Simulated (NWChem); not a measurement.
# AlHOF2 (SMILES [OH][Al]([F])[F]): B3LYP/cc-pVDZ

We compute a single-point energy of AlHOF2. 

The results are computed with NWChem 7.3.0.

### 1 The structure to begin with

AlHOF2: 5 atoms, total charge 0, spin state singlet. SMILES: `[OH][Al]([F])[F]`. Geometry: relaxed at PBE0-D4/def2-TZVP.

Bond lengths: O1–Al2 1.674 Å, Al2–F3 1.633 Å, Al2–F4 1.638 Å, O1–H5 0.955 Å. Angles: O1–Al2–F3 119.1°, O1–Al2–F4 122.4°, F3–Al2–F4 118.6°, Al2–O1–H5 123.7°.

### 2 A single-point energy at B3LYP/cc-pVDZ

mymol.xyz reads:

```xyz
5
AlF2HO
O      0.004500     1.227000     0.002400
Al     0.185700    -0.435200     0.092100
F      1.487400    -1.050600     0.862600
F     -0.897900    -1.471800    -0.566700
H     -0.729900     1.657100    -0.431800
```

mymol.nw reads:

```
START mymol
TITLE "AlF2HO"
memory 2200 mb
GEOMETRY noautosym nocenter noautoz
  load format xyz mymol.xyz
END
BASIS spherical bse
  O library cc-pVDZ
  Al library cc-pVDZ
  F library cc-pVDZ
  H library cc-pVDZ
END
DFT
  xc b3lyp
  grid fine
  convergence energy 1e-05
  iterations 100
  mulliken
  noprint "final vectors analysis"
END
TASK dft
```

Launch:

```
$ nwchem mymol.nw > mymol.out
```

Q: Predict the results. Wanted: total energy; dipole moment.

Computed results:

Level: B3LYP/cc-pVDZ.

| quantity | value |
| --- | --- |
| total energy | -518.15404 Eh |
| dipole moment | 2.10 D |

Mulliken charges run from -0.39 on O1 to +0.96 on Al2.
